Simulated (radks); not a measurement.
# Numerical settings for Cd³⁺

Aim: see which numerical settings matter for the cadmium ion Cd3+. Each run changes a setting or two against a run with the defaults. The defaults are a mesh step of 0.008 in ln r, a mesh end at 40 bohr or more, Anderson mixing 0.5 over 9 steps and a tight residual threshold, with the energy settled to 1e-9 hartree as well; every run has a cap on iterations.

Method: Dirac Kohn-Sham, BLYP, spin-unpolarised, spherical densities, point nucleus; open shells are shared between the two j in proportion to 2j + 1. Code: radks (a radial shooting solver on a logarithmic mesh, Libxc functionals) version 1.

**1. What is computed**

| Property | Result |
| --- | --- |
| element | cadmium (Z = 48) |
| charge | +3 |
| electrons | 45 |
| configuration | [Kr] 4d9 |

Outer shells as boxes (Hund's rule):

Cd³⁺
```
[Kr] core
4d [↑↓][↑↓][↑↓][↑↓][↑ ]
```

**2. Default settings**

Settings of this run:

```text
Z 48
configuration [Kr] 4d9
relativity Dirac
functional b88,lyp
spin unpolarised
j_filling average
nucleus point
c 137.035999084
max_iterations 50
```

The run is started by

```sh
$ python run_ks.py task.json out
```

The same process makes all the runs of this session.

**3. Mesh step in ln r 0.005**

Input: that of step 2 with these lines changed.

```diff
@@ -8,2 +8,3 @@
 c 137.035999084
+mesh_step 0.005
 max_iterations 50
```

**4. Mesh step in ln r 0.012**

Input: that of step 3 with these lines changed.

```diff
@@ -8,3 +8,3 @@
 c 137.035999084
-mesh_step 0.005
+mesh_step 0.012
 max_iterations 50
```

**5. Mesh step in ln r 0.2**

Input: that of step 4 with these lines changed.

```diff
@@ -8,3 +8,3 @@
 c 137.035999084
-mesh_step 0.012
+mesh_step 0.2
 max_iterations 50
```

**6. Mesh end (bohr) 5**

Input: that of step 5 with these lines changed.

```diff
@@ -8,3 +8,3 @@
 c 137.035999084
-mesh_step 0.2
+mesh_end 5
 max_iterations 50
```

**7. Mesh end (bohr) 12**

Input: that of step 6 with these lines changed.

```diff
@@ -8,3 +8,3 @@
 c 137.035999084
-mesh_end 5
+mesh_end 12
 max_iterations 50
```

**8. Residual threshold 0.1**

Input: that of step 7 with these lines changed.

```diff
@@ -8,3 +8,3 @@
 c 137.035999084
-mesh_end 12
+threshold 0.1
 max_iterations 50
```

**9. Residual threshold 1e-16**

Input: that of step 8 with these lines changed.

```diff
@@ -8,3 +8,3 @@
 c 137.035999084
-threshold 0.1
+threshold 1e-16
 max_iterations 50
```

**10. Mixing 1.5**

Input: that of step 9 with these lines changed.

```diff
@@ -8,3 +8,3 @@
 c 137.035999084
-threshold 1e-16
+mixing 1.5
 max_iterations 50
```

**11. Mixing history 1, mixing 0.8**

Input: that of step 10 with these lines changed.

```diff
@@ -8,3 +8,4 @@
 c 137.035999084
-mixing 1.5
+history 1
+mixing 0.8
 max_iterations 50
```

**12. Mixing history 1, mixing 0.05**

Input: that of step 11 with these lines changed.

```diff
@@ -9,3 +9,3 @@
 history 1
-mixing 0.8
+mixing 0.05
 max_iterations 50
```

**13. Mixing history 20**

Input: that of step 12 with these lines changed.

```diff
@@ -8,4 +8,3 @@
 c 137.035999084
-history 1
-mixing 0.05
+history 20
 max_iterations 50
```

**14. Iteration cap 3**

Input: that of step 13 with these lines changed.

```diff
@@ -8,3 +8,2 @@
 c 137.035999084
-history 20
-max_iterations 50
+max_iterations 3
```

**Question.** What will these runs give? Wanted: for each run, setting; iterations; converged; change of E.

The runs gave:

```csv
setting,mesh points,iterations,converged,change of E (mhartree),time
Default settings,2476,14,yes,0,0.11 s
mesh step in ln r 0.005,3962,14,yes,0,0.17 s
mesh step in ln r 0.012,1651,14,yes,0,0.08 s
mesh step in ln r 0.2,100,2,no,-,0.01 s
mesh end (bohr) 5,2216,14,yes,+0.558,0.1 s
mesh end (bohr) 12,2326,14,yes,0,0.1 s
residual threshold 0.1,2476,9,yes,0,0.08 s
residual threshold 1e-16,2476,50,no,-,0.2 s
mixing 1.5,2476,15,yes,0,0.11 s
"mixing history 1, mixing 0.8",2476,50,no,-,0.32 s
"mixing history 1, mixing 0.05",2476,50,no,-,0.35 s
mixing history 20,2476,21,yes,0,0.14 s
iteration cap 3,2476,3,no,-,0.03 s
```

A zero stands for a change under the printed digits. No run that converges misses the default energy by more than 1 mhartree. Not converged or rejected: mesh step in ln r 0.2; residual threshold 1e-16; mixing history 1, mixing 0.8; mixing history 1, mixing 0.05; iteration cap 3.
